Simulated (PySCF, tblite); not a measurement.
# C₇H₉NO: a rotation path, then NMR shifts on frames, part 2 of 2

tblite 0.8.0 and PySCF 2.14.0. Atoms count from 0. The steps go on from the part before.

### 5 NMR shieldings: image 5, PBE0/pcSseg-1

What the job is given:

```
{"job": {"kind": "nmr", "xc": "PBE0", "basis": "pcSseg-1", "pop": false}, "charge": 0, "multiplicity": 1}
C     -3.155700     0.318600    -0.517000
O     -1.763000     0.341600    -0.688500
C     -1.074000    -0.231700     0.404400
C      0.408700    -0.191100     0.161000
C      1.214800     0.762300     0.768600
C      2.580400     0.742200     0.538800
C      3.088500    -0.238700    -0.298100
N      2.333300    -1.151200    -0.885100
C      1.032900    -1.122900    -0.663300
H     -3.532200    -0.708600    -0.423200
H     -3.458200     0.881200     0.376100
H     -3.589600     0.783800    -1.399700
H     -1.313800     0.325000     1.325300
H     -1.394400    -1.278500     0.536500
H      0.780100     1.498400     1.429500
H      3.231300     1.470200     0.998300
H      4.146800    -0.306000    -0.510900
H      0.455500    -1.888200    -1.164300
```

Level: GIAO PBE0/pcSseg-1 NMR shielding, non-relativistic, gas phase.

What it wrote:

```text
coarse grid: 15336 points
cycle   1  E = -401.4635216510  dE =  1.520e+00  |g| = 5.729e-01  |ddm| = 3.971e+00
cycle   2  E = -401.4045086422  dE =  5.901e-02  |g| = 8.223e-01  |ddm| = 1.485e+00
cycle   3  E = -401.5306418778  dE = -1.261e-01  |g| = 8.152e-02  |ddm| = 8.954e-01
cycle   4  E = -401.5317049411  dE = -1.063e-03  |g| = 3.471e-02  |ddm| = 9.044e-02
cycle   5  E = -401.5319652496  dE = -2.603e-04  |g| = 1.369e-02  |ddm| = 4.932e-02
cycle   6  E = -401.5320105568  dE = -4.531e-05  |g| = 5.132e-03  |ddm| = 2.011e-02
cycle   7  E = -401.5320166797  dE = -6.123e-06  |g| = 8.124e-04  |ddm| = 5.316e-03
final grid: 149008 points
cycle   8  E = -401.5949083415  dE = -3.489e-05  |g| = 1.158e-02  |ddm| = 3.802e-02
cycle   9  E = -401.5948900323  dE =  1.831e-05  |g| = 1.565e-02  |ddm| = 2.133e-02
cycle  10  E = -401.5949349229  dE = -4.489e-05  |g| = 1.776e-03  |ddm| = 1.203e-02
cycle  11  E = -401.5949356289  dE = -7.061e-07  |g| = 2.393e-04  |ddm| = 1.937e-03
cycle  12  E = -401.5949356341  dE = -5.189e-09  |g| = 1.920e-04  |ddm| = 4.707e-04
cycle  13  E = -401.5949356435  dE = -9.382e-09  |g| = 2.713e-05  |ddm| = 2.216e-04
cycle  14  E = -401.5949356436  dE = -1.475e-10  |g| = 8.248e-06  |ddm| = 2.737e-05
converged SCF energy = -401.5949356436

GIAO shielding tensors (ppm)
atom      isotropic    diamagn.    paramagn.     s11        s22        s33       span
  0 C      124.994     241.757    -116.763     92.641     99.041    183.300     90.659
  1 O      297.483     399.729    -102.246    267.817    305.179    319.452     51.635
  2 C      107.810     245.710    -137.900     83.914     94.232    145.283     61.369
  3 C       48.839     262.481    -213.642    -55.716     24.580    177.651    233.367
  4 C       43.258     250.716    -207.459    -66.806     28.534    168.045    234.851
  5 C       59.136     258.328    -199.192    -53.860     54.623    176.647    230.507
  6 C       31.733     251.098    -219.365    -78.087     24.996    148.289    226.376
  7 N      -92.795     331.346    -424.142   -409.936   -174.491    306.041    715.977
  8 C       28.426     248.855    -220.429    -77.999     23.776    139.500    217.499
  9 H       28.189      27.912       0.277     24.111     26.338     34.117     10.006
 10 H       28.272      28.101       0.171     24.164     26.351     34.301     10.137
 11 H       27.689      27.695      -0.006     24.007     24.915     34.144     10.137
 12 H       27.611      32.465      -4.854     24.033     27.228     31.572      7.539
 13 H       27.238      31.911      -4.673     24.522     26.877     30.314      5.792
 14 H       23.904      33.328      -9.424     20.502     22.585     28.624      8.122
 15 H       24.308      30.418      -6.109     21.571     23.614     27.740      6.169
 16 H       22.772      28.048      -5.276     18.822     22.876     26.618      7.796
 17 H       22.660      31.848      -9.188     18.302     21.209     28.468     10.166
```

Run time: 43 s. Hardware: 1 thread of Intel Xeon Platinum 8488C, shared host; peak memory 0.88 GiB.

This run: δ C8 158.5, C6 155.2, C4 143.7, C3 138.1, H17 9.06, H16 8.94 ppm.

### 6 Shielding tensors: image 6, PBE0/pcSseg-1

What the job is given:

```
{"job": {"kind": "nmr", "xc": "PBE0", "basis": "pcSseg-1", "pop": false}, "charge": 0, "multiplicity": 1}
C     -3.165000     0.222000    -0.554600
O     -1.773500     0.226400    -0.736500
C     -1.071700    -0.144500     0.431100
C      0.408600    -0.139600     0.171800
C      1.256700     0.725400     0.849600
C      2.618200     0.675000     0.600400
C      3.079300    -0.246000    -0.326400
N      2.283700    -1.076100    -0.979100
C      0.987900    -1.020500    -0.737700
H     -3.531300    -0.776800    -0.282900
H     -3.469300     0.927900     0.229400
H     -3.606600     0.524300    -1.501900
H     -1.309000     0.556300     1.248500
H     -1.381000    -1.156800     0.744400
H      0.857600     1.417400     1.577500
H      3.299900     1.337600     1.111200
H      4.131700    -0.330800    -0.561000
H      0.374900    -1.714900    -1.295500
```

Method: GIAO PBE0/pcSseg-1 NMR shielding, non-relativistic, gas phase.

What it wrote:

```text
coarse grid: 15336 points
cycle   1  E = -401.4640353372  dE =  1.522e+00  |g| = 5.712e-01  |ddm| = 3.977e+00
cycle   2  E = -401.4062049404  dE =  5.783e-02  |g| = 8.171e-01  |ddm| = 1.465e+00
cycle   3  E = -401.5307334738  dE = -1.245e-01  |g| = 8.330e-02  |ddm| = 8.759e-01
cycle   4  E = -401.5318092549  dE = -1.076e-03  |g| = 3.768e-02  |ddm| = 9.310e-02
cycle   5  E = -401.5321195813  dE = -3.103e-04  |g| = 1.521e-02  |ddm| = 5.442e-02
cycle   6  E = -401.5321776085  dE = -5.803e-05  |g| = 4.848e-03  |ddm| = 2.145e-02
cycle   7  E = -401.5321827986  dE = -5.190e-06  |g| = 8.538e-04  |ddm| = 4.936e-03
final grid: 149008 points
cycle   8  E = -401.5949240780  dE = -3.613e-05  |g| = 1.171e-02  |ddm| = 3.851e-02
cycle   9  E = -401.5949054898  dE =  1.859e-05  |g| = 1.581e-02  |ddm| = 2.137e-02
cycle  10  E = -401.5949513466  dE = -4.586e-05  |g| = 1.772e-03  |ddm| = 1.202e-02
cycle  11  E = -401.5949520480  dE = -7.015e-07  |g| = 2.180e-04  |ddm| = 1.908e-03
cycle  12  E = -401.5949520513  dE = -3.285e-09  |g| = 1.837e-04  |ddm| = 4.348e-04
cycle  13  E = -401.5949520599  dE = -8.548e-09  |g| = 2.902e-05  |ddm| = 2.168e-04
cycle  14  E = -401.5949520601  dE = -1.788e-10  |g| = 7.855e-06  |ddm| = 2.958e-05
converged SCF energy = -401.5949520601

GIAO shielding tensors (ppm)
atom      isotropic    diamagn.    paramagn.     s11        s22        s33       span
  0 C      125.090     241.742    -116.653     93.006     98.926    183.337     90.332
  1 O      302.074     399.446     -97.372    265.745    316.773    323.703     57.958
  2 C      107.347     246.029    -138.682     80.663     94.397    146.981     66.318
  3 C       48.316     263.081    -214.765    -55.740     24.757    175.932    231.671
  4 C       44.889     250.727    -205.838    -64.200     31.718    167.148    231.349
  5 C       59.338     258.295    -198.957    -53.303     54.824    176.492    229.796
  6 C       32.056     251.012    -218.957    -77.266     25.563    147.871    225.136
  7 N      -92.731     331.299    -424.030   -411.138   -175.359    308.302    719.440
  8 C       28.749     248.703    -219.954    -78.648     21.480    143.416    222.063
  9 H       28.168      27.904       0.264     24.200     26.280     34.024      9.824
 10 H       28.283      28.069       0.214     24.271     26.212     34.366     10.095
 11 H       27.657      27.647       0.010     23.825     25.058     34.087     10.262
 12 H       27.649      32.661      -5.012     23.740     27.074     32.132      8.392
 13 H       27.068      31.729      -4.662     24.857     26.714     29.632      4.776
 14 H       24.011      33.241      -9.230     20.643     22.819     28.570      7.927
 15 H       24.346      30.312      -5.967     21.613     23.695     27.729      6.117
 16 H       22.795      28.074      -5.279     18.850     22.895     26.640      7.789
 17 H       22.601      31.868      -9.267     18.077     21.111     28.615     10.538
```

It took 34 s on 1 thread of Intel Xeon Platinum 8488C, shared host; peak memory 0.88 GiB.

Key values: δ C8 158.2, C6 154.9, C4 142.0, C3 138.6, H17 9.12, H16 8.92 ppm.

### 7 Shielding tensors: image 8, PBE0/pcSseg-1

What the job is given:

```
{"job": {"kind": "nmr", "xc": "PBE0", "basis": "pcSseg-1", "pop": false}, "charge": 0, "multiplicity": 1}
C     -3.170700     0.032300    -0.586400
O     -1.781400    -0.026700    -0.766500
C     -1.068800     0.024200     0.446100
C      0.407800    -0.044500     0.180300
C      1.317000     0.630400     0.984900
C      2.670100     0.522500     0.710500
C      3.061400    -0.258900    -0.365700
N      2.205400    -0.903700    -1.139700
C      0.917100    -0.799200    -0.872800
H     -3.530900    -0.809500     0.019200
H     -3.471200     0.968600    -0.098600
H     -3.614300    -0.018200    -1.578300
H     -1.310000     0.951000     0.992700
H     -1.364200    -0.824300     1.090800
H      0.969600     1.232900     1.813200
H      3.400600     1.036700     1.315700
H      4.105800    -0.373800    -0.624600
H      0.248000    -1.333400    -1.532500
```

With the program's defaults for keys left out, this is: GIAO PBE0/pcSseg-1 NMR shielding, non-relativistic, gas phase.

What it wrote:

```text
coarse grid: 15336 points
cycle   1  E = -401.4654305430  dE =  1.529e+00  |g| = 5.668e-01  |ddm| = 3.986e+00
cycle   2  E = -401.4092891826  dE =  5.614e-02  |g| = 8.073e-01  |ddm| = 1.461e+00
cycle   3  E = -401.5309921888  dE = -1.217e-01  |g| = 8.873e-02  |ddm| = 8.725e-01
cycle   4  E = -401.5321732399  dE = -1.181e-03  |g| = 4.381e-02  |ddm| = 1.024e-01
cycle   5  E = -401.5326150380  dE = -4.418e-04  |g| = 1.658e-02  |ddm| = 6.328e-02
cycle   6  E = -401.5326843206  dE = -6.928e-05  |g| = 4.511e-03  |ddm| = 2.242e-02
cycle   7  E = -401.5326884674  dE = -4.147e-06  |g| = 9.387e-04  |ddm| = 4.591e-03
final grid: 149008 points
cycle   8  E = -401.5955611041  dE = -3.463e-05  |g| = 1.181e-02  |ddm| = 3.905e-02
cycle   9  E = -401.5955420096  dE =  1.909e-05  |g| = 1.597e-02  |ddm| = 2.163e-02
cycle  10  E = -401.5955887064  dE = -4.670e-05  |g| = 1.747e-03  |ddm| = 1.230e-02
cycle  11  E = -401.5955893889  dE = -6.825e-07  |g| = 1.824e-04  |ddm| = 1.900e-03
cycle  12  E = -401.5955893910  dE = -2.011e-09  |g| = 1.533e-04  |ddm| = 3.568e-04
cycle  13  E = -401.5955893968  dE = -5.889e-09  |g| = 3.237e-05  |ddm| = 1.875e-04
cycle  14  E = -401.5955893971  dE = -2.356e-10  |g| = 7.785e-06  |ddm| = 3.424e-05
converged SCF energy = -401.5955893971

GIAO shielding tensors (ppm)
atom      isotropic    diamagn.    paramagn.     s11        s22        s33       span
  0 C      125.417     241.804    -116.387     94.253     98.637    183.360     89.107
  1 O      313.662     398.920     -85.258    278.219    313.872    348.895     70.676
  2 C      108.460     246.450    -137.990     77.881     92.701    154.797     76.916
  3 C       47.762     263.750    -215.989    -55.490     26.912    171.862    227.352
  4 C       48.617     250.336    -201.719    -59.529     32.647    172.733    232.262
  5 C       59.761     258.260    -198.499    -53.195     55.267    177.211    230.406
  6 C       32.475     250.970    -218.494    -76.123     26.839    146.710    222.833
  7 N      -93.850     331.282    -425.133   -416.808   -176.487    311.744    728.553
  8 C       31.456     248.457    -217.000    -75.624     19.973    150.020    225.644
  9 H       28.161      27.839       0.321     24.569     25.862     34.051      9.482
 10 H       28.228      28.000       0.228     24.552     25.823     34.308      9.757
 11 H       27.590      27.617      -0.028     23.465     25.354     33.949     10.484
 12 H       27.411      32.571      -5.160     22.847     27.057     32.328      9.481
 13 H       26.898      31.476      -4.578     24.067     27.009     29.616      5.549
 14 H       24.139      32.932      -8.794     20.648     23.070     28.698      8.049
 15 H       24.381      30.140      -5.760     21.641     23.784     27.717      6.076
 16 H       22.824      28.135      -5.311     18.869     22.936     26.666      7.797
 17 H       22.527      32.161      -9.635     17.431     21.150     28.998     11.567
```

It took 32 s on 1 thread of Intel Xeon Platinum 8488C, shared host; peak memory 0.94 GiB.

In short: δ C8 155.5, C6 154.4, C3 139.2, C4 138.3, H17 9.19, H16 8.89 ppm.

### 8 Comparing the runs: NMR shifts

Shifts (ppm) of some atoms, chosen among heavy atoms and hydrogens apart, with basis size and wall time:

```csv
frame,C8,C4,C2,H12,H13,O1,N7,functions,time
image 0,152.1,139.7,76.4,4.75,4.50,18.6,358.7,198,42 s
image 2,154.7,143.1,78.0,4.57,4.21,30.2,360.5,198,39 s
image 5,158.5,143.7,79.1,4.11,4.48,38.6,360.5,198,43 s
image 6,158.2,142.0,79.6,4.07,4.65,34.0,360.5,198,34 s
image 8,155.5,138.3,78.5,4.31,4.82,22.4,361.6,198,32 s
```

### 9 What came out

This closing draws on all 2 parts.

| quantity | value |
| --- | --- |
| barrier | 0.033 eV (0.8 kcal/mol) at image 5 |
| end to end (GFN2-xTB) | 0.017 eV |
| 13C shifts against TMS (PBE0/pcSseg-1, image 0) | 154.2, 152.1, 140.1, 139.7, 128.4, 76.4, 61.5 ppm |
| 1H shifts against TMS (PBE0/pcSseg-1, image 0) | 8.84, 8.75, 8.17, 7.45, 4.75, 4.50, 4.14, 3.58, 3.54 ppm |
| 17O shifts against H2O (PBE0/pcSseg-1, image 0) | 18.6 ppm |
| 15N shifts against NH3 (PBE0/pcSseg-1, image 0) | 358.7 ppm |
| surface potential, 1st and 99th percentile | -1.75 V and 0.91 V |
| range of the shift of O1 | 18.6 to 38.6 ppm |

In words: Along the band the dihedral turns by 121°, and the top (dihedral 102°) lies 0.8 kcal/mol above the start (GFN2-xTB, rough), so at room temperature this motion is fast. Ends this close can change order at a higher level. The top was not checked by a frequency run. Shifts at one fixed geometry are not the observed spectrum, which averages over the motion. In the first frame run (image 0): Shielding is most anisotropic at N7 (span 715 ppm, paramagnetic term -422 ppm). NICS(1)zz of -28 ppm above the planar ring from C3 marks a diatropic (aromatic) ring current. At PBE0/pcSseg-1, counted by nearest atom on the grid, the HOMO lies on N7 47 %; C3, C6, C8 about 8 % each, the LUMO on C4 25 %; N7 24 %. In ppm, O1 moves most: its shift spreads over 20.0 ppm, from 18.6 (image 0) to 38.6 (image 5).
